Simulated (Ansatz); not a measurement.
# As3Ru: the cost of one run

Program: Ansatz 0.2.0. Level of theory: DFT PBE, scalar-relativistic, plane waves, PAW. These are calculated values, not measurements.

### Step 1. The system as given

Symmetry: Pm-3m, No. 221, cubic system. The conventional cell has a = 4.635 Å, b = 4.635 Å, c = 4.635 Å, α = 90.00°, β = 90.00°, γ = 90.00°. Around As (site symmetry 4/mmm) lie 2 Ru at 2.32 Å. Ru (site symmetry m-3m) is surrounded by 6 As at 2.32 Å.

Coordinates:

```cif
data_structure
_symmetry_space_group_name_H-M 'P 1'
_symmetry_Int_Tables_number 1
_cell_length_a 4.6347
_cell_length_b 4.6347
_cell_length_c 4.6347
_cell_angle_alpha 90.000
_cell_angle_beta 90.000
_cell_angle_gamma 90.000
_cell_volume 99.56
loop_
_atom_site_label
_atom_site_type_symbol
_atom_site_fract_x
_atom_site_fract_y
_atom_site_fract_z
_atom_site_occupancy
As1 As 0.00000 0.50000 0.50000 1
As2 As 0.50000 0.00000 0.50000 1
As3 As 0.50000 0.50000 0.00000 1
Ru1 Ru 0.50000 0.50000 0.50000 1
```

A structure generator made this guess: random cell by space group and Wyckoff sites (Pm-3m, No. 221). Lengths come from tabulated atomic sizes and are only a guess.

### Step 2. Probe: one point on a coarse mesh

Input file input.yaml:

```yaml
crystal:
  lattice:
    - [4.63472904, 0.0, 0.0]
    - [0.0, 4.63472904, 0.0]
    - [0.0, 0.0, 4.63472904]
  atoms:
    - { symbol: As, position: [0.0, 0.5, 0.5] }
    - { symbol: As, position: [0.5, 0.0, 0.5] }
    - { symbol: As, position: [0.5, 0.5, 0.0] }
    - { symbol: Ru, position: [0.5, 0.5, 0.5] }
basis:
  ecutwfc: 420
kpoints:
  mp_grid: { grid: [4, 4, 4] }
hamiltonian:
  xc: pbe
scf:
  occupations: { method: gaussian, width: 0.1 }
  lower_state_search: "off"
output:
  forces: true
  stress: true
  eigenvalues: true
```

Run with:

```bash
ansatz run input.yaml --threads 1 --pin off --max-ram 2048MiB --backend cpu --events-out ev --progress --plain --runs-dir out
```

What time and memory should one allow on 1 thread of Intel Xeon Platinum 8175M at 2.50GHz (Skylake/Cascade Lake), shared host?

About 2.4 s, with a peak of 0.42 GiB.
